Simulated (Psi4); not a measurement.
**CH5Ge (SMILES [CH2][GeH3]) at UCAM-B3LYP/aug-cc-pVDZ**

Aim: the vertical ionisation energy of CH5Ge at UCAM-B3LYP/aug-cc-pVDZ, from 2 runs. Input form: a QCSchema input.

The results are computed with Psi4 1.11.

2 further runs of the same task are left out: 2 set aside as unsound or not needed.

**1. The system as given**

The species is CH5Ge (7 atoms), meant as a doublet with charge 0. As SMILES, `[CH2][GeH3]`. The shape is that of a PBE0-D4/def2-TZVP optimisation.

Bond lengths: C1–Ge2 1.919 Å, C1–H3 1.084 Å, C1–H4 1.084 Å, Ge2–H5 1.538 Å, Ge2–H6 1.543 Å, Ge2–H7 1.537 Å. Angles: C1–Ge2–H5 110.1°, C1–Ge2–H6 110.8°, C1–Ge2–H7 110.0°, Ge2–C1–H3 122.0°, Ge2–C1–H4 122.0°, H5–Ge2–H6 108.0°, H5–Ge2–H7 109.6°, H6–Ge2–H7 108.2°, H3–C1–H4 116.0°.

**2. A single-point energy at UCAM-B3LYP/aug-cc-pVDZ**

Input file job.json:

```json
{
  "schema_name": "qcschema_input",
  "schema_version": 1,
  "molecule": {
    "schema_name": "qcschema_molecule",
    "schema_version": 2,
    "symbols": ["C", "Ge", "H", "H", "H", "H", "H"],
    "geometry": [-0.44578639, -2.15334292, 0.20635809, 0.33013515, 1.36929555, -0.17555556, -2.21816053, -2.9504294, -0.44238489, 0.8307236, -3.45120682, 1.14630787, -0.81673963, 2.38237773, -2.64675041, -0.77403182, 2.92000481, 2.03240045, 3.20969982, 1.75498865, -0.20654707],
    "molecular_charge": 0,
    "molecular_multiplicity": 2,
    "fix_symmetry": "c1",
    "fix_com": true,
    "fix_orientation": true
  },
  "driver": "energy",
  "model": {
    "method": "cam-b3lyp",
    "basis": "aug-cc-pVDZ"
  },
  "keywords": {
    "reference": "uks",
    "puream": true,
    "e_convergence": 1e-09,
    "d_convergence": 1e-08,
    "scf_type": "pk",
    "dft_radial_points": 99,
    "dft_spherical_points": 590,
    "maxiter": 200
  }
}
```

Run with:

```
psi4 --qcschema job.json -n 1 --memory 1600MB
```

stdout:

```text
[...]
                   'protocols': {'error_correction': {'default_policy': True, 'policies': None},
                                 'native_files': 'none',
[...]
  Running in c1 symmetry.
[...]
  Nuclear repulsion =  109.720825997996144
[...]
  Multiplicity = 2
[...]
  Nalpha       = 22
  Nbeta        = 21
[...]
    Number of basis functions: 104
[...]
   @UKS iter   1: -2117.26692539604937   -3.00937e+00   1.26265e-02 ADIIS/DIIS
[...]
   @UKS iter  12: -2118.10044709500289   -5.91172e-12   4.65974e-09 DIIS
[...]
   @S^2 Observed:                7.544292006E-01
[...]
    Orbital Energies [Eh]
    ---------------------
    Alpha Occupied:
       1A   -398.846373     2A    -49.883623     3A    -44.407254
       4A    -44.407213     5A    -44.407027     6A    -10.277866
       7A     -6.308074     8A     -4.480276     9A     -4.480245
      10A     -4.480016    11A     -1.299901    12A     -1.299702
      13A     -1.299675    14A     -1.296945    15A     -1.296783
      16A     -0.772954    17A     -0.618240    18A     -0.498485
      19A     -0.413489    20A     -0.408223    21A     -0.396742
      22A     -0.299705
    Alpha Virtual:
      23A      0.012307    24A      0.022532    25A      0.034239
[...]
  @UKS Final Energy: -2118.10044709500289
   => Energetics <=
    Nuclear Repulsion Energy =            109.7208259979961440
    One-Electron Energy =               -3166.2198474408151014
    Two-Electron Energy =                1005.2375889660886514
    DFT Exchange-Correlation Energy =     -66.8390146182722305
    Empirical Dispersion Energy =           0.0000000000000000
    VV10 Nonlocal Energy =                  0.0000000000000000
    Total Energy =                      -2118.1004470950024370
[...]
 Multipole Moments:
 ------------------------------------------------------------------------------------
     Multipole            Electronic (a.u.)      Nuclear  (a.u.)        Total (a.u.)
 ------------------------------------------------------------------------------------
 L = 1.  Multiply by 2.5417464519 to convert [e a0] to [Debye]
 Dipole X            :         -8.1650536            8.1210979           -0.0439557
 Dipole Y            :        -31.7305192           31.5531351           -0.1773842
 Dipole Z            :          4.5250260           -4.4966034            0.0284226
 Magnitude           :                                                    0.1849462
[...]
```

The result, in JSON:

```text
{
 "driver": "energy",
 "model": {
  "method": "cam-b3lyp",
  "basis": "aug-cc-pVDZ"
 },
 "success": true,
 "return_result": -2118.100447095003,
 "properties": {
  "calcinfo_nbasis": 104,
  "calcinfo_nmo": 104,
  "calcinfo_nalpha": 22,
  "calcinfo_nbeta": 21,
  "calcinfo_natom": 7,
  "nuclear_repulsion_energy": 109.72082599799614,
  "return_energy": -2118.100447095003,
  "scf_one_electron_energy": -3166.219847440815,
  "scf_two_electron_energy": 1005.2375889660887,
  "scf_xc_energy": -66.83901461827223,
  "scf_dipole_moment": [-0.04395573821408405, -0.1773841935644569, 0.028422596334669592],
  "scf_total_energy": -2118.100447095003,
  "scf_iterations": 12
 }
}
```

It took 38 s on 1 thread of Intel Xeon 6975P-C (Granite Rapids), shared host; peak memory 0.99 GiB.

**3. The singlet cation: energy and gradient at CAM-B3LYP/aug-cc-pVDZ**

Input file job.json:

```json
{
 "schema_name": "qcschema_input",
 "schema_version": 1,
 "molecule": {
  "schema_name": "qcschema_molecule",
  "schema_version": 2,
  "symbols": ["C", "Ge", "H", "H", "H", "H", "H"],
  "geometry": [-0.44578639, -2.15334292, 0.20635809, 0.33013515, 1.36929555, -0.17555556, -2.21816053, -2.9504294, -0.44238489, 0.8307236, -3.45120682, 1.14630787, -0.81673963, 2.38237773, -2.64675041, -0.77403182, 2.92000481, 2.03240045, 3.20969982, 1.75498865, -0.20654707],
  "molecular_charge": 1,
  "molecular_multiplicity": 1,
  "fix_symmetry": "c1",
  "fix_com": true,
  "fix_orientation": true
 },
 "driver": "gradient",
 "model": {
  "method": "cam-b3lyp",
  "basis": "aug-cc-pVDZ"
 },
 "keywords": {
  "puream": true,
  "e_convergence": 1e-09,
  "d_convergence": 1e-08,
  "scf_type": "pk",
  "dft_radial_points": 99,
  "dft_spherical_points": 590,
  "scf_properties": ["WIBERG_LOWDIN_INDICES", "MULLIKEN_CHARGES", "LOWDIN_CHARGES"]
 }
}
```

Run with:

```
psi4 --qcschema job.json -n 1 --memory 1600MB
```

stdout, shortened:

```text
[...]
  Running in c1 symmetry.
[...]
  Nuclear repulsion =  109.720825997996144
[...]
  Multiplicity = 1
[...]
  Nalpha       = 21
  Nbeta        = 21
[...]
    Number of basis functions: 104
[...]
   @RKS iter   1: -2117.02239757021425   -2.76484e+00   1.22646e-02 DIIS/ADIIS
[...]
   @RKS iter  12: -2117.76089902054855   -2.81943e-11   4.89825e-09 DIIS
[...]
  @RKS Final Energy: -2117.76089902054855
   => Energetics <=
    Nuclear Repulsion Energy =            109.7208259979961440
    One-Electron Energy =               -3155.6357546241652017
    Two-Electron Energy =                 994.7993199276347696
    DFT Exchange-Correlation Energy =     -66.6452903220143327
    Empirical Dispersion Energy =           0.0000000000000000
    VV10 Nonlocal Energy =                  0.0000000000000000
    Total Energy =                      -2117.7608990205485497
[...]
 Multipole Moments:
 ------------------------------------------------------------------------------------
     Multipole            Electronic (a.u.)      Nuclear  (a.u.)        Total (a.u.)
 ------------------------------------------------------------------------------------
 L = 1.  Multiply by 2.5417464519 to convert [e a0] to [Debye]
 Dipole X            :         -8.3588675            8.1210979           -0.2377696
 Dipole Y            :        -32.4087582           31.5531351           -0.8556232
 Dipole Z            :          4.6614209           -4.4966034            0.1648175
 Magnitude           :                                                    0.9032111
[...]
  Mulliken Charges: (a.u.)
   Center  Symbol    Alpha    Beta     Spin     Total
       1     C     2.69208  2.69208  0.00000  0.61584
       2    GE    16.12053 16.12053  0.00000 -0.24107
       3     H     0.57608  0.57608  0.00000 -0.15217
[...]
  -Total Gradient:
     Atom            X                  Y                   Z
    ------   -----------------  -----------------  -----------------
       1        0.003722149618    -0.004562347769    -0.006561083508
       2       -0.016374711731    -0.034042953225     0.014626242554
       3        0.008185103352     0.006729517174     0.004265806512
       4       -0.006180927805     0.009029755263    -0.003207272709
       5        0.003983185398     0.006926707960    -0.002591483474
       6        0.003934477914     0.009110203152    -0.003275931891
       7        0.002731213223     0.006809596171    -0.003256245475
[...]
```

The result, in JSON:

```text
{
 "driver": "gradient",
 "model": {
  "method": "cam-b3lyp",
  "basis": "aug-cc-pVDZ"
 },
 "success": true,
 "return_result": [0.0037221496178582274, -0.004562347768844885, -0.006561083507644205, -0.01637471173064718, -0.03404295322522092, 0.014626242553759952, 0.00818510335207126, 0.0067295171739083365, 0.004265806511662119, -0.006180927804767547, 0.009029755262879455, -0.003207272709324735, 0.00398318539819887, 0.006926707960242591, -0.0025914834736705528, 0.003934477913913444, 0.009110203152294924, -0.0032759318913502256, 0.0027312132226056385, 0.006809596170600465, -0.003256245474541365],
 "properties": {
  "calcinfo_nbasis": 104,
  "calcinfo_nmo": 104,
  "calcinfo_nalpha": 21,
  "calcinfo_nbeta": 21,
  "calcinfo_natom": 7,
  "nuclear_repulsion_energy": 109.72082599799614,
  "return_energy": -2117.7608990205485,
  "return_gradient": [0.0037221496178582274, -0.004562347768844885, -0.006561083507644205, -0.01637471173064718, -0.03404295322522092, 0.014626242553759952, 0.00818510335207126, 0.0067295171739083365, 0.004265806511662119, -0.006180927804767547, 0.009029755262879455, -0.003207272709324735, 0.00398318539819887, 0.006926707960242591, -0.0025914834736705528, 0.003934477913913444, 0.009110203152294924, -0.0032759318913502256, 0.0027312132226056385, 0.006809596170600465, -0.003256245474541365],
  "scf_one_electron_energy": -3155.635754624165,
  "scf_two_electron_energy": 994.7993199276348,
  "scf_xc_energy": -66.64529032201433,
  "scf_dipole_moment": [-0.2377696071651787, -0.8556231801793714, 0.16481751972901382],
  "scf_total_energy": -2117.7608990205485,
  "scf_total_gradient": [0.0037221496178582274, -0.004562347768844885, -0.006561083507644205, -0.01637471173064718, -0.03404295322522092, 0.014626242553759952, 0.00818510335207126, 0.0067295171739083365, 0.004265806511662119, -0.006180927804767547, 0.009029755262879455, -0.003207272709324735, 0.00398318539819887, 0.006926707960242591, -0.0025914834736705528, 0.003934477913913444, 0.009110203152294924, -0.0032759318913502256, 0.0027312132226056385, 0.006809596170600465, -0.003256245474541365],
  "scf_iterations": 12
 }
}
```

It took 61 s on 1 thread of Intel Xeon 6975P-C (Granite Rapids), shared host; peak memory 0.99 GiB.

**4. Summary of results**

Level: UCAM-B3LYP/aug-cc-pVDZ.

```
                                          quantity           value
                       doublet CH5Ge: total energy  -2118.10045 Eh
                      doublet CH5Ge: dipole moment          0.47 D
 doublet CH5Ge: HOMO energy (highest over α and β)        -8.16 eV
  doublet CH5Ge: LUMO energy (lowest over α and β)        -1.18 eV
                               doublet CH5Ge: ⟨S²⟩           0.754
                      singlet cation: total energy  -2117.76090 Eh
                       singlet cation: HOMO energy       -16.49 eV
                       singlet cation: LUMO energy       -10.19 eV
                     singlet cation: HOMO–LUMO gap         6.30 eV
          singlet cation: largest force on an atom      2.083 eV/Å
vertical ionisation energy (to the singlet cation)        9.240 eV
```

The vertical ionisation energy comes to 9.24 eV (213 kcal/mol). Only the singlet of the ionised species was computed; a triplet could lie lower.
